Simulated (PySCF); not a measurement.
# GdCl3(H2O): other functionals and bases at one geometry

One table from this session's results is given with a row withheld; the runs are named, their logs left out.

Program: PySCF 2.14.0. Level of theory: several levels, as the steps say, no spin–orbit coupling. These are calculated values, not measurements.

1 further run of the same task is left out (for a known fault of the program).

### Where the work starts

7 atoms, charge 0, spin multiplicity 1.

Bond lengths: Gd1–Cl2 2.516 Å, Gd1–Cl3 2.508 Å, Gd1–Cl4 2.516 Å, Gd1–O5 2.394 Å, O5–H6 0.967 Å, O5–H7 0.967 Å. Angles: Cl2–Gd1–Cl3 117.8°, Cl2–Gd1–Cl4 120.6°, Cl2–Gd1–O5 93.2°, Cl3–Gd1–Cl4 117.8°, Cl3–Gd1–O5 103.2°, Cl4–Gd1–O5 93.2°, Gd1–O5–H6 125.3°, Gd1–O5–H7 125.3°, H6–O5–H7 107.5°.

As a file:

```xyz
7
charge 0, multiplicity 1
Gd   -0.0278   -0.0532    0.0532
Cl    1.0784    1.8972    1.1940
Cl   -1.7374   -1.3505    1.3505
Cl    1.0784   -1.1940   -1.8972
O    -1.3614    1.3528   -1.3528
H    -1.5704    2.2802   -1.1782
H    -1.5704    1.1782   -2.2802
```

Formal oxidation states: Gd +3. Each metal's 7 4f electrons lie in its core potential, so multiplicities, spins and levels count the valence alone. An earlier session relaxed this geometry at PBE0, Gd lcecp-1-SVP with ECP53, Cl def2-SVP, O def2-SVP, H def2-SVP (singlet, point group Cs).

At PBE0 on the finer grid: E = -1492.208698 Eh, HOMO -8.42 eV, LUMO -1.45 eV, Mulliken charge on Gd1 +0.88 e, largest force component 0.012 eV/Å. 

Levels to run: TPSSh; BLYP; PBE0, TZVP. Hardware: 2 threads of Intel Xeon Platinum 8259CL at 2.50GHz (Skylake/Cascade Lake), shared host.

The first run:

File run.py (the lines that set the calculation):

```python
mol = gto.M(atom='''
Gd    -0.02775    -0.05321     0.05321
Cl     1.07843     1.89717     1.19396
Cl    -1.73737    -1.35054     1.35054
Cl     1.07843    -1.19396    -1.89717
O     -1.36136     1.35278    -1.35278
H     -1.57043     2.28018    -1.17816
H     -1.57043     1.17816    -2.28018''',
    basis={'Gd': 'lcecp-1-SVP', 'Cl': 'def2-SVP', 'O': 'def2-SVP', 'H': 'def2-SVP'},
    ecp={'Gd': 'lcecp-1-SVP'},
    charge=0, spin=0)
mf = dft.RKS(mol, xc='TPSSH')
mf.grids.atom_grid = (75, 302)  # f atoms: unpruned, at least (60, 302)
mf = mf.density_fit()  # fitting sets: Gd AutoAux, Cl def2-universal-JKFIT, O def2-universal-JKFIT, H def2-universal-JKFIT
mf.conv_tol = 1e-08; mf.max_cycle = 55
mf.kernel(dm0)  # dm0: the density of the relaxed state
```

Command:

```sh
> OMP_NUM_THREADS=2 python run.py
```

Among the steps run: TPSSh; BLYP; PBE0, TZVP.

One table of the session follows, with a row left open; its other results are not shown here.

```
              level  HOMO (eV)  gap (eV)  charge on Gd1 (e)  dipole (D)  largest force component (eV/Å)
PBE0 (relaxed here)      -8.42      6.97               0.88        5.78                            0.01
              TPSSh      -7.72      6.01               0.89        5.77                            0.25
               BLYP      -6.76      4.56               0.63        5.66                            0.57
         PBE0, TZVP          ?         ?                  ?           ?                               ?
```

Estimate the missing values for PBE0, TZVP.

**Answer.** HOMO (eV): -8.56; gap (eV): 6.92; charge on Gd1 (e): 1.39; dipole (D): 5.71; largest force component (eV/Å): 0.23. In the column «HOMO (eV)» it is the lowest.

In one basis the HOMO–LUMO gap runs from 4.56 eV (BLYP) to 6.97 eV (PBE0). The largest leftover force, 0.57 eV/Å with BLYP, stands at a geometry relaxed at another level. With 4f in the core, its levels are missing from HOMO and gap, and its count is fixed, so no charge can pass from the ligands into it. Total energies of different levels can't be compared.
